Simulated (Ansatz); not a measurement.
# CH2STe: the cost of one run

Program: the Python package of Ansatz 0.2.0. Level of theory: Hartree-Fock/def2-SVP. These are calculated values, not measurements.

**1. Starting point**

Bond lengths: S1–C2 1.381 Å, C2–Te3 2.102 Å, C2–H4 1.088 Å, Te3–H5 1.718 Å. Angles: S1–C2–Te3 119.8°, S1–C2–H4 123.6°, Te3–C2–H4 116.6°, C2–Te3–H5 91.0°.

The script reads ch2ste.xyz:

```xyz
5

S    -1.57910   -0.63470   -0.50930
C    -0.34730   -0.60330    0.11410
Te    1.25060    0.42810   -0.78190
H    -0.13210   -1.12030    1.04700
H     0.85780    1.85650    0.08870
```

**2. Script**

Input file run_relaxed_scan.py:

```python
"""One bond of CH2STe held at set lengths while the rest relaxes."""

import logging
import sys

import ansatz as az
import numpy as np

logging.basicConfig(stream=sys.stdout, format="[%(levelname)s] %(message)s")
log = logging.getLogger("calc")
log.setLevel(logging.INFO)


def main() -> None:
    ch2ste = az.Crystal.molecule_from_extxyz("ch2ste.xyz")

    setup = (
        ch2ste.calculation()
        .basis(gaussian="def2-SVP")
        .functional("HF")
        .scf(lower_state_search="off")
    )
    symbols = [site.symbol for site in ch2ste.cartesian_sites]
    pairs = [(0, 1), (1, 2), (1, 3), (2, 4)]
    print("held (A)   E (eV)        ", "  ".join(f"{symbols[i]}{i}-{symbols[j]}{j}" for i, j in pairs))
    for length in [1.58, 1.72, 1.86, 2.06, 2.32]:
        r = setup.relax(constraints=[az.DistanceConstraint((2, 4), at=length)], force_tolerance=0.02, max_steps=60).run(threads=1).report
        xyz = np.array(r["positions_ang"])
        print(f"{length:6.2f} {r['free_energy_ev']:14.5f}  ", "  ".join(f"{np.linalg.norm(xyz[i] - xyz[j]):.3f}" for i, j in pairs))


if __name__ == "__main__":
    main()
```

**3. Running it**

The run is started by

```console
> python run_relaxed_scan.py
```

What time and memory should one allow on 1 thread of Intel Xeon 6975P-C (Granite Rapids), shared host?

About 79 s, with a peak of 0.21 GiB.
